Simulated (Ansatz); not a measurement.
# WCl (sextet): wave-function methods side by side, def2-TZVPP

An exercise on one series of results from a longer session: the logs are not shown, and one member is left open.

Program: Ansatz 0.2.0, Gaussian basis. Level of theory: def2-TZVPP, core rule «outside noble gas», up to 9 orbitals frozen. These are calculated values, not measurements.

To be run: UHF; ROHF; CCSD(T) on UHF.

### The geometry

The geometry is a PBE0/def2-TZVP stationary point (not a proven minimum) of the parent state, kept for this charge and spin. No spin-orbit coupling is included. Elements past krypton take def2 core potentials.

2 atoms, charge 0, spin multiplicity 6.

Atoms are counted from 1 here; the program's logs count them from 0.

Bond lengths: W1–Cl2 2.233 Å.

The first run:

The input, in.yaml:

```yaml
crystal:
  periodic: [false, false, false]
  atoms:
    - {symbol: W, position_ang: [0.000000, 0.000000, 0.000000]}
    - {symbol: Cl, position_ang: [0.000000, 0.000000, 2.233000]}
basis:
  gaussian: {orbitals: def2-TZVPP}
magnetization: {spin_polarized: true, initial_magnetization: 5}
hamiltonian: {xc: hf}
output: {orbitals: {seedname: orbitals}}
```

The run is started by

```
$ ansatz run in.yaml --threads 1 --pin off --events-out ev --progress --plain --max-ram 3968MiB --backend cpu
```

Among the steps run: UHF; ROHF; CCSD(T) on UHF.

One of the session's tables, all rows but one given; the rest of the session is left out.

It belongs to the step «Misses and costs». 

```
  method  from UCCSD(T) (meV)
    ROHF                    ?
     UHF              +8601.6
    UMP2               +940.4
   UCCSD               +358.1
UCCSD(T)                    0
```

Q: Estimate the row for ROHF from the others.

**Answer.** from UCCSD(T) (meV): +8792.3. In the column «from UCCSD(T) (meV)» it is the highest.
